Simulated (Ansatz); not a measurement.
# C2H2BCl: how energies converge with the basis set

How large a basis does C2H2BCl need? Two functionals are run in growing sets.

The runs use Ansatz 0.2.0, Gaussian basis; one geometry, several basis sets.

The runs, in order: PBE0-D4/def2-SVP; ωB97M-V/def2-SVP; PBE0-D4/def2-QZVPP; ωB97M-V/def2-QZVPP; the functionals' def2-TZVPP values are taken from earlier runs.

## 1. The relaxed structure

All runs share one geometry, relaxed beforehand with PBE0-D4 in a triple-zeta def2 set.

SMILES `ClC1=CB1`, 6 atoms, charge 0, spin multiplicity 1.

Atoms are counted from 1 here; the program's logs count them from 0.

Bond lengths: Cl1–C2 1.688 Å, C2–C3 1.340 Å, C2–B4 1.465 Å, C3–B4 1.477 Å, C3–H5 1.081 Å, B4–H6 1.181 Å. Angles: Cl1–C2–C3 139.5°, Cl1–C2–B4 157.1°, C3–C2–B4 63.4°, C2–C3–B4 62.5°, C2–C3–H5 140.6°, B4–C3–H5 156.9°, C2–B4–C3 54.2°, C2–B4–H6 154.0°, C3–B4–H6 151.8°.

## 2. PBE0-D4 in def2-SVP

File in.yaml:

```yaml
crystal:
  periodic: [false, false, false]
  atoms:
    - {symbol: Cl, position_ang: [-0.980052, -2.106663, -0.464033]}
    - {symbol: C, position_ang: [-0.354391, -0.568309, -0.160233]}
    - {symbol: C, position_ang: [0.787977, 0.007094, 0.239574]}
    - {symbol: B, position_ang: [-0.355116, 0.893401, -0.059092]}
    - {symbol: H, position_ang: [1.793802, -0.252024, 0.538489]}
    - {symbol: H, position_ang: [-0.850119, 1.962402, -0.140906]}
basis:
  gaussian: {orbitals: def2-SVP}
hamiltonian: {xc: pbe0, dispersion: d4}
output: {orbitals: {seedname: orbitals}}
```

The run is started by

```
$ ansatz run in.yaml --threads 2 --pin off --events-out ev --progress --plain --max-ram 4352MiB
```

Further steps of the session: ωB97M-V in def2-SVP; PBE0-D4 in def2-QZVPP; ωB97M-V in def2-QZVPP.

**Question.** What will the summary of the whole plan be? Wanted: PBE0-D4: double and triple zeta above quadruple; ωB97M-V: double and triple zeta above quadruple.

As calculated:

| quantity | value |
| --- | --- |
| PBE0-D4: double and triple zeta above quadruple | 7.87, 0.52 eV |
| ωB97M-V: double and triple zeta above quadruple | 7.91, 0.49 eV |

**Reading.** For PBE0-D4 the step from double to triple zeta gains 7.34 eV and the next only 0.52 eV. Total energies overstate the basis error of differences, where much of it tends to cancel. The LUMO of ωB97M-V is positive and keeps falling with the basis (2.04 to 1.53 eV): an unbound level that the basis holds in place.
